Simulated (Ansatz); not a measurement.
Working through cell relaxations under several functionals of Ta, space group P6_3/mmc

Computed with the Ansatz DFT code, driven from Python.

Run as a notebook:

```python
import ansatz
from ase import Atoms
import numpy as np
```

```python
def edges_and_angles(cell):
    cell = np.asarray(cell)
    a, b, c = np.linalg.norm(cell, axis=1)
    cosines = cell[1] @ cell[2] / (b * c), cell[0] @ cell[2] / (a * c), cell[0] @ cell[1] / (a * b)
    return (a, b, c, *np.degrees(np.arccos(cosines)))

atoms = Atoms(
    ["Ta", "Ta"],
    scaled_positions=[
        [2 / 3, 1 / 3, 0.75],
        [1 / 3, 2 / 3, 0.25],
    ],
    cell=[
        [2.900372, 0.0, 0.0],
        [-1.450186, 2.511796, 0.0],
        [0.0, 0.0, 5.166274],
    ],
    pbc=True,
)
crystal = ansatz.Crystal.from_ase(atoms)
```

```python
model = (
    crystal.calculation()
    .basis(35 * ansatz.Ry)
    .kpoints(mesh=(12, 12, 6))
    .occupations("Marzari-Vanderbilt", width=0.1)
    .relax(cell=True)
)
```

```python
levels = [("pbesol", "none"), ("blyp", "d3bj"), ("pbesol", "d3bj")]
print("level            a       b       c    alpha   beta  gamma  V/atom  steps")
for name, dispersion in levels:
    seen = []
    run = model.functional(name, dispersion=dispersion).session().plan()
    out = run.execute(on_event=lambda e: seen.append(e) if e["event"] == "relax_step" else None)
    cell = out.lattice.cell_ang
    label = name if dispersion == "none" else f"{name}+{dispersion}"
    print("{:13s} {:7.4f} {:7.4f} {:7.4f} {:6.2f} {:6.2f} {:6.2f}".format(label, *edges_and_angles(cell)), f"{abs(np.linalg.det(cell)) / len(out.lattice.sites):7.3f} {len(seen):5d}")
```

    level            a       b       c    alpha   beta  gamma  V/atom  steps
    pbesol         2.8610  2.8610  5.1033  90.00  90.00 120.00  18.087     5
    blyp+d3bj      2.8465  2.8465  5.1047  90.00  90.00 120.00  17.910     6
    pbesol+d3bj    2.8315  2.8315  5.0448  90.00  90.00 120.00  17.513     6

From smallest to largest: PBEsol+D3BJ (17.51 Å³ an atom, -6.9 % against the start), BLYP+D3BJ (17.91 Å³ an atom, -4.8 % against the start) and PBEsol (18.09 Å³ an atom, -3.9 % against the start). The spread is 3.3 % in volume.

Forces vanish by symmetry, so the ions can't move, and the end may be a saddle. BLYP and dispersion corrections can be off by several per cent in the lattices of metals, and by several GPa in the pressure at a fixed cell. For a metal this k-point mesh is coarse: on a finer one energies can move by several to tens of meV an atom and pressures by half a GPa or more, differences at one mesh by less. Spin-orbit coupling, which matters for elements this heavy, is left out. This isn't the structure that Ta takes at ambient conditions. Finished in 37 s on 1 thread of Arm Neoverse V2 (shared host), peak memory 0.45 GiB.
